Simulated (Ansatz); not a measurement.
**F4Ga2H2O2: a ladder of functionals and wavefunction methods**

An exercise on one series of results from a longer session: the logs are not shown, and one member is left open.

Program: Ansatz 0.2.0, Gaussian basis. Level of theory: functionals in def2-TZVPP, the program's frozen cores in correlated methods. These are calculated values, not measurements.

Plan: LDA (SPW92), PBE-D4, revPBE-D4, BLYP-D4, r2SCAN-D4, B97M-V, PBE0-D4, B3LYP-D4, r2SCANh-D4, r2SCAN0-D4, HSE06-D4, BHLYP-D4, CAM-B3LYP-D4, LC-ωPBE, ωB97X-V, ωB97M-V, B2PLYP, PBE-QIDH; CCSD(T)/def2-SVP; CCSD(T)/def2-TZVPP; MP2/def2-QZVPP; extrapolation to the limit; RPA on PBE.

## The geometry

The geometry comes from an earlier relaxation with PBE0-D4 in a triple-zeta def2 set; it is a stationary point, not always the lowest conformer.

SMILES `[F][Ga-]1([F])[OH+][Ga-]([F])([F])[OH+]1`, 10 atoms, charge 0, spin multiplicity 1.

Atoms are counted from 1 here; the program's logs count them from 0.

Bond lengths: F1–Ga2 1.738 Å, Ga2–F3 1.738 Å, Ga2–O4 1.917 Å, Ga2–O8 1.917 Å, O4–Ga5 1.917 Å, O4–H9 0.962 Å, Ga5–F6 1.738 Å, Ga5–F7 1.738 Å, Ga5–O8 1.917 Å, O8–H10 0.962 Å. Angles: F1–Ga2–F3 120.8°, F1–Ga2–O4 115.1°, F1–Ga2–O8 108.5°, F3–Ga2–O4 108.6°, F3–Ga2–O8 115.1°, O4–Ga2–O8 82.5°, Ga2–O4–Ga5 97.5°, Ga2–O4–H9 119.0°, Ga5–O4–H9 119.0°, O4–Ga5–F6 108.6°, O4–Ga5–F7 115.1°, O4–Ga5–O8 82.5°, F6–Ga5–F7 120.8°, F6–Ga5–O8 115.1°, F7–Ga5–O8 108.5°, Ga2–O8–Ga5 97.5°, Ga2–O8–H10 119.0°, Ga5–O8–H10 119.0°.

The first run:

The input, in.yaml:

```yaml
crystal:
  periodic: [false, false, false]
  atoms:
    - {symbol: F, position_ang: [0.457708, -2.713216, 0.060595]}
    - {symbol: Ga, position_ang: [0.673967, -1.093772, 0.654417]}
    - {symbol: F, position_ang: [1.694227, -0.776135, 2.025608]}
    - {symbol: O, position_ang: [-0.938519, -0.074092, 0.843527]}
    - {symbol: Ga, position_ang: [-0.674625, 1.093674, -0.653907]}
    - {symbol: F, position_ang: [-0.457184, 2.713494, -0.061547]}
    - {symbol: F, position_ang: [-1.693309, 0.775821, -2.026219]}
    - {symbol: O, position_ang: [0.937938, 0.074056, -0.842994]}
    - {symbol: H, position_ang: [-1.150004, 0.307879, 1.700195]}
    - {symbol: H, position_ang: [1.149801, -0.307718, -1.699676]}
basis:
  gaussian: {orbitals: def2-TZVPP}
hamiltonian: {xc: lda}
output: {orbitals: {seedname: orbitals}}
```

Run with:

```
$ ansatz run in.yaml --threads 2 --pin off --events-out ev --progress --plain --max-ram 22528MiB --backend cuda --devices 0, --max-vram 18GiB
```

Among the steps run: LDA; PBE-D4 (GGA); revPBE-D4 (GGA); BLYP-D4 (GGA); r2SCAN-D4 (meta-GGA); B97M-V (meta-GGA); B3LYP-D4 (hybrid); r2SCANh-D4 (hybrid); r2SCAN0-D4 (hybrid); HSE06-D4 (hybrid); BHLYP-D4 (hybrid); CAM-B3LYP-D4 (range-separated); LC-ωPBE (range-separated); ωB97X-V (range-separated); ωB97M-V (range-separated); B2PLYP (double hybrid); PBE-QIDH (double hybrid).

One table of the session follows, with a row left open; its other results are not shown here.

It belongs to the step «Frontier levels by functional». 

```
  functional  HOMO (eV)  LUMO (eV)  gap (eV)
 LDA (SPW92)      -9.34      -3.17      6.17
      PBE-D4      -9.07      -2.82      6.24
   revPBE-D4      -8.96      -2.65      6.31
     BLYP-D4      -9.00      -2.83      6.17
   r2SCAN-D4      -9.56      -2.43      7.13
      B97M-V      -9.66      -2.68      6.98
     PBE0-D4     -11.05      -1.84      9.20
    B3LYP-D4     -10.75      -2.23      8.52
  r2SCANh-D4     -10.30      -2.10      8.20
  r2SCAN0-D4     -11.40      -1.60      9.80
    HSE06-D4     -10.63      -2.21      8.42
    BHLYP-D4     -12.93      -1.02     11.90
CAM-B3LYP-D4     -12.61      -0.97     11.64
     LC-ωPBE     -13.94       0.49     14.42
     ωB97X-V     -13.60       0.26     13.85
     ωB97M-V          ?          ?         ?
```

**Question.** Estimate the row for ωB97M-V.

As computed: HOMO (eV): -13.54; LUMO (eV): -0.04; gap (eV): 13.50. In the column «HOMO (eV)» it lies between ωB97X-V (-13.60) and BHLYP-D4 (-12.93).
